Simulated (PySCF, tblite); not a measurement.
# C₃H₁₂N₂OSi: geometry, infrared bands and NMR shifts

What infrared bands and NMR shifts should C₃H₁₂N₂OSi (`CC[Si](N)(N)OC`) show?

The runs use tblite 0.8.0 and PySCF 2.14.0, with density-fitted response routines of our own; the level of theory stands in each step. All values are computed, except where a source is named. Atoms count from 0, in the outputs and in this text.

### Step 1. The starting structure

19 atoms, charge 0, multiplicity 1; geometry from: force field or distance geometry start.

Bonds of the start (Å): C0–C1 1.54, C1–Si2 1.82, Si2–N3 1.68, Si2–N4 1.67, Si2–O5 1.65, O5–C6 1.42, C0–H7 1.10, C0–H8 1.10, C0–H9 1.08, C1–H10 1.10, C1–H11 1.11, N3–H12 1.00, N3–H13 1.03, N4–H14 1.03, N4–H15 1.02, C6–H16 1.09, C6–H17 1.10, C6–H18 1.10.

### Step 2. Geometry optimisation with GFN2-xTB

Job settings and geometry (Å):

```
{"job": {"kind": "relax", "xc": "GFN2-xTB", "basis": "xTB"}, "charge": 0, "multiplicity": 1}
C      1.685100    -0.458700     1.539600
C      0.200900    -0.713700     1.228500
Si    -0.341700    -0.363400    -0.472800
N     -1.950400    -0.742600    -0.796000
N      0.316400    -1.368600    -1.633000
O     -0.116100     1.157000    -1.061300
C     -0.622000     2.269200    -0.338700
H      1.944800     0.599700     1.379100
H      1.899400    -0.698000     2.587900
H      2.326900    -1.071900     0.917500
H     -0.396200    -0.126400     1.937600
H     -0.010900    -1.770500     1.478200
H     -2.182600    -0.407100    -1.705600
H     -1.981300    -1.764400    -0.871400
H      0.141300    -0.924600    -2.541900
H      1.326800    -1.343200    -1.529200
H     -0.363100     3.180400    -0.880600
H     -1.716000     2.217300    -0.252900
H     -0.170900     2.338700     0.666800
```

Command:

```sh
$ OMP_NUM_THREADS=1 python probes_run.py task.json out
```

One launch serves the whole session: the jobs run in the order shown.

**Question.** This job is followed by: GFN2-xTB harmonic vibrations, gas phase; GIAO PBE0/pcSseg-1 NMR shielding, non-relativistic, gas phase. What will the session give for the following? strongest single infrared mode (GFN2-xTB); zero-point energy (GFN2-xTB); ¹³C shifts against TMS (PBE0/pcSseg-1); ¹H shifts against TMS (PBE0/pcSseg-1, means over atoms taken as alike); ²⁹Si shifts against TMS (PBE0/pcSseg-1); ¹⁵N shifts against NH3 (PBE0/pcSseg-1, means over atoms taken as alike); ¹⁷O shifts against H2O (PBE0/pcSseg-1).

As calculated:

```
                                                               quantity                       value
                              strongest single infrared mode (GFN2-xTB)        584 cm⁻¹, 266 km/mol
                                           zero-point energy (GFN2-xTB)               99.3 kcal/mol
                                 ¹³C shifts against TMS (PBE0/pcSseg-1)          53.1, 9.0, 7.6 ppm
 ¹H shifts against TMS (PBE0/pcSseg-1, means over atoms taken as alike)  3.82, 0.97, 0.55, 0.39 ppm
                                ²⁹Si shifts against TMS (PBE0/pcSseg-1)                   -22.4 ppm
¹⁵N shifts against NH3 (PBE0/pcSseg-1, means over atoms taken as alike)                    25.9 ppm
                                 ¹⁷O shifts against H2O (PBE0/pcSseg-1)                    23.9 ppm
```

In words: Over 61 steps the energy fell by 0.829 eV; of the close pairs, C1–Si2 changed most, 1.820 to 1.902 Å. All 51 modes are real, so the xTB geometry is a minimum. The strongest single mode, at 584 cm⁻¹, is spread over several atoms, H14, H15, N4, H12 among them. Unscaled tight-binding wavenumbers are off by several per cent, some by more. Its intensities can rank the bands wrongly. The most deshielded carbon is C6 (methyl carbon bonded to O), at 53.1 ppm: deshielded by the electronegative neighbour. H16, H17, H18 (mean) (hydrogen on a methyl carbon bonded to O) lies farthest downfield among hydrogen, at 3.82 ppm; its carbon carries O, which withdraws density. At PBE0/pcSseg-1: Shielding is most anisotropic at C6 (span 77 ppm, paramagnetic term -110 ppm).
